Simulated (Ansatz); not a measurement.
Relaxation of a periodic cell of 15 atoms, MoW$_{14}$ (host W, host structure bcc, dopant Mo, one W atom removed), to a largest force component of 0.03 eV/Å in at most 60 steps.

The calculation used DFT PBE, scalar-relativistic, plane waves, PAW in Ansatz. Settings: PAW set soft_1, cutoff 420 eV, k mesh 3x3x3, gaussian smearing 0.1 eV, no spin polarisation.

```xyz
15
Lattice="6.3200 0.0000 0.0000 0.0000 6.3200 0.0000 0.0000 0.0000 6.3200" Properties=species:S:1:pos:R:3
W -0.030 -0.028 -0.019
W 3.143 -0.085 -0.058
W -0.025 3.129 0.048
W -0.005 0.030 3.214
Mo 1.580 1.565 1.579
W 3.157 -0.002 3.137
W 4.754 1.576 1.567
W 0.027 3.099 3.166
W 1.591 4.683 1.599
W 1.588 1.539 4.741
W 3.154 3.083 3.206
W 4.762 4.736 1.586
W 4.703 1.598 4.745
W 1.596 4.817 4.666
W 4.774 4.816 4.744
```

Q: Where does it end, and by what steps?

A: The forces met the threshold. The force dipped under the threshold on the way, but the program's further checks kept it going. Limits of this set-up: coarse k mesh, a small cell, in which the defect meets its images, a typed lattice constant that wasn't relaxed here. After 4 steps the energy has fallen by 0.602 eV; W14 moved furthest, 0.14 Å.

```tsv
step	energy less start (eV)	largest force component (eV/Å)	accepted
0	0.0000	1.919	yes
1	-0.3473	0.944	yes
2	-0.6001	0.151	yes
3	-0.6023	0.022	yes
4	-0.6023	0.022	yes
```

```xyz
15
Lattice="6.3200 0.0000 0.0000 0.0000 6.3200 0.0000 0.0000 0.0000 6.3200" Properties=species:S:1:pos:R:3
W 0.002 -0.012 0.000
W 3.158 -0.012 0.003
W 0.002 3.144 0.003
W 0.004 -0.010 3.157
Mo 1.596 1.582 1.565
W 3.160 -0.012 3.159
W 4.727 1.579 1.567
W 0.002 3.146 3.159
W 1.594 4.713 1.566
W 1.594 1.580 4.753
W 3.158 3.143 3.158
W 4.723 4.708 1.564
W 4.722 1.584 4.759
W 1.598 4.708 4.759
W 4.728 4.713 4.753
```

Whether the end is a true minimum wasn't checked by a vibrational analysis.

Time of the run: 54 s on 4 threads of Arm Neoverse V1, with other jobs on the host, peak memory 1 GiB.
